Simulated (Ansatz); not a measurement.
# BSeS− (SMILES S=B[Se-]): single points off equilibrium

An exercise on one series of results from a longer session: the logs are not shown, and one member is left open.

Program: Ansatz 0.2.0, Gaussian basis. Level of theory: single points in def2-TZVPPD. These are calculated values, not measurements.

Cores are frozen in the correlated methods. Filled d shells of the heavier atoms are correlated.

### The system as given

SMILES `S=B[Se-]`, 3 atoms, charge -1, spin multiplicity 1.

Atoms are counted from 1 here; the program's logs count them from 0.

Bond lengths: S1–B2 1.617 Å, B2–Se3 1.764 Å. Angles: S1–B2–Se3 172.3°.

As a file:

```
S    -1.3365    0.7901   -0.6449
B    -0.0727    0.0779    0.0683
Se    1.3856   -0.7432    0.6272
```

The first run:

run/in.yaml

```yaml
crystal:
  periodic: [false, false, false]
  atoms:
    - {symbol: S, position_ang: [-1.336500, 0.790100, -0.644900]}
    - {symbol: B, position_ang: [-0.072700, 0.077900, 0.068300]}
    - {symbol: Se, position_ang: [1.385600, -0.743200, 0.627200]}
basis:
  gaussian: {orbitals: "def2-TZVPPD.json"}
total_charge: -1
correlation: {method: ccsd_t}
output: {forces: true}
```

The basis file named in the input lies beside it (Basis Set Exchange, JSON).

No record of the launch command was kept for these runs.

Steps of the session up to this table: CCSD(T)/def2-TZVPPD; PBE0-D4/def2-TZVPPD; wB97M-V/def2-TZVPPD; r2SCAN-D4/def2-TZVPPD; PBE-D4/def2-TZVPPD; r2SCAN0-D4/def2-TZVPPD; r2SCANh-D4/def2-TZVPPD.

One of the session's tables, all rows but one given; the rest of the session is left out.

| method | RMS force component (eV/Å) | angle to CCSD(T) forces (°) |
| --- | --- | --- |
| CCSD(T) | 1.091 | reference |
| PBE0-D4 | 0.928 | 1.9 |
| wB97M-V | ? | ? |
| r2SCAN-D4 | 0.967 | 1.8 |
| PBE-D4 | 1.082 | 0.8 |
| r2SCAN0-D4 | 0.866 | 3.4 |
| r2SCANh-D4 | 0.925 | 2.4 |

Q: Estimate the row for wB97M-V from the others.

The run gave: RMS force component (eV/Å): 0.911; angle to CCSD(T) forces (°): 3.1. In the column «RMS force component (eV/Å)» it lies between r2SCAN0-D4 (0.866) and r2SCANh-D4 (0.925).
